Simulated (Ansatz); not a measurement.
Geometry optimisation, Ansatz, DFT PBE, scalar-relativistic, plane waves, PAW.

Input file:

```yaml
accuracy: low
crystal:
  lattice:
    - [0.0, 5.43, 5.43]
    - [5.43, 0.0, 5.43]
    - [5.43, 5.43, 0.0]
  atoms:
    - { symbol: Si, position: [0.0, 0.0, 0.0] }
    - { symbol: Si, position: [0.125, 0.125, 0.125] }
    - { symbol: Si, position: [0.0, 0.0, 0.5] }
    - { symbol: Si, position: [0.125, 0.125, 0.625] }
    - { symbol: Si, position: [0.0, 0.5, 0.0] }
    - { symbol: Si, position: [0.125, 0.625, 0.125] }
    - { symbol: Si, position: [0.0, 0.5, 0.5] }
    - { symbol: Si, position: [0.125, 0.625, 0.625] }
    - { symbol: Si, position: [0.5, 0.0, 0.0] }
    - { symbol: Si, position: [0.625, 0.125, 0.125] }
    - { symbol: Si, position: [0.5, 0.0, 0.5] }
    - { symbol: Si, position: [0.625, 0.125, 0.625] }
    - { symbol: Si, position: [0.5, 0.5, 0.0] }
    - { symbol: Si, position: [0.625, 0.625, 0.125] }
    - { symbol: Si, position: [0.5, 0.5, 0.5] }
    - { symbol: Si, position: [0.625, 0.625, 0.625] }
    - { symbol: Cu, position: [0.3871793, 0.3718103, 0.8676563] }
total_charge: 1
basis:
  ecutwfc: 420.0
kpoints:
  mp_grid: { grid: [2, 2, 2] }
hamiltonian:
  xc: pbe
  pseudopotentials: { kind: paw, azcp: { folder: soft_1 } }
scf:
  occupations: { method: fermi_dirac, width: 0.02 }
  lower_state_search: "off"
relax:
  f_tol: 0.08
  max_steps: 25
  adjacent_minimum: "off"
```

Run as:

```bash
$ ansatz run input.yaml --threads 1 --pin off --max-ram 3072MiB --backend cpu --events-out ev --progress --plain --runs-dir out
```

Where does it end, and by what steps?

It converged. The force dipped under the threshold on the way, but the program's further checks kept it going. Limits of this set-up: coarse k mesh, low accuracy level, charged cell in a uniform background, uncorrected. After 10 steps the energy has fallen by 0.145 eV; Si15 moved furthest, 0.23 Å.

| step | energy less start (eV) | largest force component (eV/Å) | accepted |
| --- | --- | --- | --- |
| 0 | 0.0000 | 0.695 | yes |
| 1 | -0.1027 | 0.236 | yes |
| 2 | -0.1134 | 0.050 | yes |
| 3 | -0.1158 | 0.042 | yes |
| 4 | -0.1186 | 0.105 | yes |
| 5 | -0.1236 | 0.196 | yes |
| 6 | -0.1241 | 0.214 | yes |
| 7 | -0.1364 | 0.138 | yes |
| 8 | -0.1385 | 0.161 | yes |
| 9 | -0.1455 | 0.034 | yes |
| 10 | -0.1455 | 0.034 | yes |

```xyz
17
Lattice="0.0000 5.4300 5.4300 5.4300 0.0000 5.4300 5.4300 5.4300 0.0000" Properties=species:S:1:pos:R:3
Si 0.046 0.033 -0.053
Si 1.392 1.402 1.284
Si 2.767 2.767 -0.042
Si 4.123 4.111 1.299
Si 2.699 0.076 2.728
Si 4.141 1.407 4.035
Si 5.465 2.772 2.657
Si 6.743 4.083 4.113
Si 0.046 2.716 2.700
Si 1.405 4.119 4.027
Si 2.774 5.445 2.654
Si 4.072 6.741 4.105
Si 2.734 2.724 5.391
Si 3.945 3.979 6.925
Si 5.297 5.299 5.562
Si 6.754 6.745 6.789
Cu 6.628 6.695 4.249
```

Whether the end is a true minimum wasn't checked by a vibrational analysis.

Run time: 68 s on 1 thread of Arm Neoverse V2, on a shared host, peak memory 0.55 GiB.
